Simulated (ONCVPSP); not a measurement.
# Ni: the cost of one run

The numbers are computed with ONCVPSP 4.0.1.1 (patched build) (PBEsol, scalar-relativistic, spin-unpolarised reference atom).

15 further runs of the same task are left out: 1 that didn't finish, 14 set aside as unsound or not needed.

## Step 1: Settings

Typed settings, in words:

```
element                 : nickel (Ni, Z = 28)
type                    : optimised norm-conserving Vanderbilt (ONCV)
frozen core             : [Ne]
valence charge          : 18
reference configuration : 3s2 3p6 3d8 4s1.5 (charge +0.5)
partial waves           : 3s+4s: rc 1.05 bohr, ncon 5, nbas 8, qcut 10 1/bohr, 2 projectors; 3p: rc 0.75 bohr, ncon 4, nbas 7, qcut 9.5 1/bohr, 2 projectors, debl 1.9 Ha; 3d: rc 1.45 bohr, ncon 4, nbas 8, qcut 11.1 1/bohr, 2 projectors, debl 2.9 Ha
local potential         : polynomial inside 0.70 bohr (lpopt 4, dvloc0 0 Ha)
core correction         : Teter function, fcfact 4.75, rcfact 1.2
```

## Step 2: Generating the potential

Ni.dat

```
# ATOM AND REFERENCE CONFIGURATION
# atsym  z   nc   nv     iexc    psfile
  Ni 28.00    3    4  -116133      upf
#
#   n    l    f
    1    0    2.00
    2    0    2.00
    2    1    6.00
    3    0    2.00
    3    1    6.00
    3    2    8.00
    4    0    1.50
#
# PSEUDOPOTENTIAL AND OPTIMIZATION
# lmax
    2
#
#   l,   rc,      ep,       ncon, nbas, qcut
    0    1.05    0.00    5    8   10.00
    1    0.75    0.00    4    7    9.50
    2    1.45    0.00    4    8   11.10
#
# LOCAL POTENTIAL
# lloc, lpopt,  rc(5),   dvloc0
    4    4    0.70    0.00
#
# VANDERBILT-KLEINMAN-BYLANDER PROJECTORs
# l, nproj, debl
    0    2    2.60
    1    2    1.90
    2    2    2.90
#
# MODEL CORE CHARGE
# icmod, fcfact, rcfact
    3    4.75    1.20
#
# LOG DERIVATIVE ANALYSIS
# epsh1, epsh2, depsh
   -6.00    5.00    0.04
#
# OUTPUT GRID
# rlmax, drl
    6.00    0.01
#
# TEST CONFIGURATIONS
# ncnf
    4
# nvcnf
#   n    l    f
    4
    3    0    2.00
    3    1    6.00
    3    2    8.00
    4    0    2.00
#
    4
    3    0    2.00
    3    1    6.00
    3    2    8.00
    4    0    1.00
#
    4
    3    0    2.00
    3    1    6.00
    3    2    8.00
    4    0    0.00
#
    4
    3    0    2.00
    3    1    5.00
    3    2    8.00
    4    0    2.00
#
```

Started as:

```console
$ oncvpsp.x < Ni.dat > Ni.out
```

**Question.** How long does this run take on 1 thread of Neoverse-N1, shared host?

About 5.8 s.
